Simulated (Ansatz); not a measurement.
# CH3LiSe (SMILES [Li][Se]C): one structure at several levels

The atoms stand at a structure displaced at random from a GFN2-xTB minimum. How far do the functionals agree with CCSD(T) there?

Computed with Ansatz 0.2.0, Gaussian basis. Level: single points in def2-TZVPP.

Cores are frozen in the correlated methods. Filled d shells of the heavier atoms are correlated. The outer core shell of Li, Na, Mg and K is correlated.

## Step 1: The system as given

6 atoms, charge 0, spin multiplicity 1.

Atoms are counted from 1 here; the program's logs count them from 0.

Bond lengths: Li1–Se2 2.266 Å, Se2–C3 1.979 Å, C3–H4 1.054 Å, C3–H5 1.092 Å, C3–H6 1.087 Å. Angles: Li1–Se2–C3 113.6°, Se2–C3–H4 111.2°, Se2–C3–H5 106.0°, Se2–C3–H6 109.4°, H4–C3–H5 111.2°, H4–C3–H6 109.9°, H5–C3–H6 109.0°.

As a file:

```xyz
6
charge 0, multiplicity 1
Li   -1.0639   -2.4376    0.9989
Se   -1.2273   -0.5698   -0.2743
C     0.3752    0.5886   -0.1936
H     1.2324    0.0783   -0.5352
H     0.1539    1.4533   -0.8230
H     0.5270    0.9253    0.8292
```

## Step 2: CCSD(T)/def2-TZVPP

File run/in.yaml:

```yaml
crystal:
  periodic: [false, false, false]
  atoms:
    - {symbol: Li, position_ang: [-1.063900, -2.437600, 0.998900]}
    - {symbol: Se, position_ang: [-1.227300, -0.569800, -0.274300]}
    - {symbol: C, position_ang: [0.375200, 0.588600, -0.193600]}
    - {symbol: H, position_ang: [1.232400, 0.078300, -0.535200]}
    - {symbol: H, position_ang: [0.153900, 1.453300, -0.823000]}
    - {symbol: H, position_ang: [0.527000, 0.925300, 0.829200]}
basis:
  gaussian: {orbitals: def2-TZVPP}
correlation: {method: ccsd_t}
output: {forces: true}
```

No record of the launch command was kept for these runs.

## Step 3: PBE0-D4/def2-TZVPP

run/in.yaml, as its differences from that of step 2:

```diff
@@ -11,3 +11,3 @@
   gaussian: {orbitals: def2-TZVPP}
-correlation: {method: ccsd_t}
-output: {forces: true}
+hamiltonian: {xc: pbe0, dispersion: d4}
+output: {forces: true, orbitals: {seedname: orbitals}}
```

## Step 4: wB97M-V/def2-TZVPP

run/in.yaml, as its differences from that of step 3:

```diff
@@ -11,3 +11,3 @@
   gaussian: {orbitals: def2-TZVPP}
-hamiltonian: {xc: pbe0, dispersion: d4}
-output: {forces: true, orbitals: {seedname: orbitals}}
+hamiltonian: {xc: {name: wB97M-V}}
+output: {forces: true}
```

## Step 5: r2SCAN-D4/def2-TZVPP

run/in.yaml, as its differences from that of step 4:

```diff
@@ -11,3 +11,3 @@
   gaussian: {orbitals: def2-TZVPP}
-hamiltonian: {xc: {name: wB97M-V}}
+hamiltonian: {xc: r2scan, dispersion: d4}
 output: {forces: true}
```

## Step 6: PBE-D4/def2-TZVPP

run/in.yaml, as its differences from that of step 5:

```diff
@@ -11,3 +11,3 @@
   gaussian: {orbitals: def2-TZVPP}
-hamiltonian: {xc: r2scan, dispersion: d4}
+hamiltonian: {xc: pbe, dispersion: d4}
 output: {forces: true}
```

## Step 7: BHLYP-D4/def2-TZVPP

run/in.yaml, as its differences from that of step 6:

```diff
@@ -11,3 +11,3 @@
   gaussian: {orbitals: def2-TZVPP}
-hamiltonian: {xc: pbe, dispersion: d4}
+hamiltonian: {xc: {name: BHLYP}, dispersion: d4}
 output: {forces: true}
```

## Step 8: LC-wPBE/def2-TZVPP

run/in.yaml, as its differences from that of step 7:

```diff
@@ -11,3 +11,3 @@
   gaussian: {orbitals: def2-TZVPP}
-hamiltonian: {xc: {name: BHLYP}, dispersion: d4}
+hamiltonian: {xc: {name: LC-wPBE}}
 output: {forces: true}
```

(Steps that only read results are left out.)

Q: Predict the outcome of this session. Wanted: energy less free atoms, CCSD(T)/def2-TZVPP; RMS force component; RMS force error; HOMO and LUMO, PBE0-D4; T1 diagnostic.

**Answer**, as computed:

```
                                  quantity                                                                                            value
energy less free atoms, CCSD(T)/def2-TZVPP                                                                                  -428.0 kcal/mol
                       RMS force component                                                             0.410 to 0.497 eV/Å over the methods
                           RMS force error  PBE0-D4 0.049, wB97M-V 0.047, r2SCAN-D4 0.020, PBE-D4 0.110, BHLYP-D4 0.136, LC-wPBE 0.159 eV/Å
                    HOMO and LUMO, PBE0-D4                                                                               -5.02 and -1.35 eV
                             T1 diagnostic                                                                                            0.008
```

What this shows: Against CCSD(T) the functionals' energies less atoms differ by -15.4 to +0.3 kcal/mol, PBE-D4 by -15.4 kcal/mol. The reference is not at the basis limit: in triple zeta CCSD(T) underbinds, which counts against methods that bind more; the gaps are no ranking. For forces r2SCAN-D4 does best and LC-wPBE worst. Frozen-core CCSD(T) forces in triple zeta carry basis errors of their own, and this is one geometry, so small gaps rank nothing.
